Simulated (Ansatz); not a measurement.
# 64-atom supercell of zincblende MgS

Wanted: energy, pressure and frontier levels of the defect-free cell (PBEsol, HSE06 and r²SCAN).

Program: Ansatz 0.2.0, PAW, plane waves. These are calculated values, not measurements.

## 1. The starting cell

64 atoms (32 Mg, 32 S); a = 11.303 Å, b = 11.303 Å, c = 11.303 Å, α = 90.00°, β = 90.00°, γ = 90.00°.

Steps to follow: (2) PBEsol single point at the single k point (¼, ¼, ¼), on 7 threads of Arm Neoverse-V2; (3) HSE06 single point at the single k point (¼, ¼, ¼), on 7 threads of Arm Neoverse-V2; (4) r²SCAN single point at the single k point (¼, ¼, ¼), on 7 threads of Arm Neoverse-V2.

## 2. PBEsol single point

Contents of in.yaml:

```yaml
crystal:
  lattice:
    - [11.303065, 0.000000, 0.000000]
    - [0.000000, 11.303065, 0.000000]
    - [0.000000, 0.000000, 11.303065]
  atoms:
    - { symbol: Mg, position: [0.000000, 0.000000, 0.000000] }
    - { symbol: Mg, position: [0.000000, 0.000000, 0.500000] }
    - { symbol: Mg, position: [0.000000, 0.500000, 0.000000] }
    - { symbol: Mg, position: [0.000000, 0.500000, 0.500000] }
    - { symbol: Mg, position: [0.500000, 0.000000, 0.000000] }
    - { symbol: Mg, position: [0.500000, 0.000000, 0.500000] }
    - { symbol: Mg, position: [0.500000, 0.500000, 0.000000] }
    - { symbol: Mg, position: [0.500000, 0.500000, 0.500000] }
    - { symbol: Mg, position: [0.250000, 0.250000, 0.000000] }
    - { symbol: Mg, position: [0.250000, 0.250000, 0.500000] }
    - { symbol: Mg, position: [0.250000, 0.750000, 0.000000] }
    - { symbol: Mg, position: [0.250000, 0.750000, 0.500000] }
    - { symbol: Mg, position: [0.750000, 0.250000, 0.000000] }
    - { symbol: Mg, position: [0.750000, 0.250000, 0.500000] }
    - { symbol: Mg, position: [0.750000, 0.750000, 0.000000] }
    - { symbol: Mg, position: [0.750000, 0.750000, 0.500000] }
    - { symbol: Mg, position: [0.250000, 0.000000, 0.250000] }
    - { symbol: Mg, position: [0.250000, 0.000000, 0.750000] }
    - { symbol: Mg, position: [0.250000, 0.500000, 0.250000] }
    - { symbol: Mg, position: [0.250000, 0.500000, 0.750000] }
    - { symbol: Mg, position: [0.750000, 0.000000, 0.250000] }
    - { symbol: Mg, position: [0.750000, 0.000000, 0.750000] }
    - { symbol: Mg, position: [0.750000, 0.500000, 0.250000] }
    - { symbol: Mg, position: [0.750000, 0.500000, 0.750000] }
    - { symbol: Mg, position: [0.000000, 0.250000, 0.250000] }
    - { symbol: Mg, position: [0.000000, 0.250000, 0.750000] }
    - { symbol: Mg, position: [0.000000, 0.750000, 0.250000] }
    - { symbol: Mg, position: [0.000000, 0.750000, 0.750000] }
    - { symbol: Mg, position: [0.500000, 0.250000, 0.250000] }
    - { symbol: Mg, position: [0.500000, 0.250000, 0.750000] }
    - { symbol: Mg, position: [0.500000, 0.750000, 0.250000] }
    - { symbol: Mg, position: [0.500000, 0.750000, 0.750000] }
    - { symbol: S, position: [0.125000, 0.125000, 0.125000] }
    - { symbol: S, position: [0.125000, 0.125000, 0.625000] }
    - { symbol: S, position: [0.125000, 0.625000, 0.125000] }
    - { symbol: S, position: [0.125000, 0.625000, 0.625000] }
    - { symbol: S, position: [0.625000, 0.125000, 0.125000] }
    - { symbol: S, position: [0.625000, 0.125000, 0.625000] }
    - { symbol: S, position: [0.625000, 0.625000, 0.125000] }
    - { symbol: S, position: [0.625000, 0.625000, 0.625000] }
    - { symbol: S, position: [0.375000, 0.375000, 0.125000] }
    - { symbol: S, position: [0.375000, 0.375000, 0.625000] }
    - { symbol: S, position: [0.375000, 0.875000, 0.125000] }
    - { symbol: S, position: [0.375000, 0.875000, 0.625000] }
    - { symbol: S, position: [0.875000, 0.375000, 0.125000] }
    - { symbol: S, position: [0.875000, 0.375000, 0.625000] }
    - { symbol: S, position: [0.875000, 0.875000, 0.125000] }
    - { symbol: S, position: [0.875000, 0.875000, 0.625000] }
    - { symbol: S, position: [0.375000, 0.125000, 0.375000] }
    - { symbol: S, position: [0.375000, 0.125000, 0.875000] }
    - { symbol: S, position: [0.375000, 0.625000, 0.375000] }
    - { symbol: S, position: [0.375000, 0.625000, 0.875000] }
    - { symbol: S, position: [0.875000, 0.125000, 0.375000] }
    - { symbol: S, position: [0.875000, 0.125000, 0.875000] }
    - { symbol: S, position: [0.875000, 0.625000, 0.375000] }
    - { symbol: S, position: [0.875000, 0.625000, 0.875000] }
    - { symbol: S, position: [0.125000, 0.375000, 0.375000] }
    - { symbol: S, position: [0.125000, 0.375000, 0.875000] }
    - { symbol: S, position: [0.125000, 0.875000, 0.375000] }
    - { symbol: S, position: [0.125000, 0.875000, 0.875000] }
    - { symbol: S, position: [0.625000, 0.375000, 0.375000] }
    - { symbol: S, position: [0.625000, 0.375000, 0.875000] }
    - { symbol: S, position: [0.625000, 0.875000, 0.375000] }
    - { symbol: S, position: [0.625000, 0.875000, 0.875000] }
  symmetry: { detect: false }
kpoints:
  mp_grid: { grid: [1, 1, 1], shift: [0.25, 0.25, 0.25] }
hamiltonian:
  xc: pbesol
scf:
  occupations: { method: fermi_dirac, width: 0.01 }
output:
  forces: true
  eigenvalues: true
  stress: true
  populations: true
  eigenstates: { kpoints: [[0.25, 0.25, 0.25]], e_range: [-6.0, 6.0], localisation: true }
```

Started as:

```bash
$ ansatz run in.yaml --threads 7 --pin off --max-ram 13300MiB --runs-dir r --events-out ev --progress --plain
```

## 3. HSE06 single point

Changes to in.yaml since step 2:

```diff
@@ -74,3 +74,3 @@
 hamiltonian:
-  xc: pbesol
+  xc: hse06
 scf:
@@ -80,3 +80,2 @@
   eigenvalues: true
-  stress: true
   populations: true
```

## 4. Single point with r²SCAN

Changes to in.yaml since step 3:

```diff
@@ -74,3 +74,3 @@
 hamiltonian:
-  xc: hse06
+  xc: r2scan
 scf:
```

Q: Predict the outcome of this session. Wanted: for each run, top filled to lowest empty; energy; pressure.

**Answer**, as computed:

| level | time | top filled to lowest empty (eV) | energy (eV/atom) | pressure (GPa) |
| --- | --- | --- | --- | --- |
| PBEsol | 65 s (7 CPU threads) | 4.05 | -1399.8810 | 0.01 |
| HSE06 | 12 min (7 CPU threads) | 5.29 | -1414.8627 | - |
| r²SCAN | 1.8 min (7 CPU threads) | 4.82 | -1417.7565 | - |

**Reading.** At the same k points, PBEsol gives a spacing 1.24 eV smaller and r²SCAN gives a spacing 0.47 eV smaller than the 5.29 eV of HSE06. The price of HSE06 is about 11 times the time of PBEsol here. With one k point the spacing samples only the states that fold onto it, so it can exceed the gap over the zone.
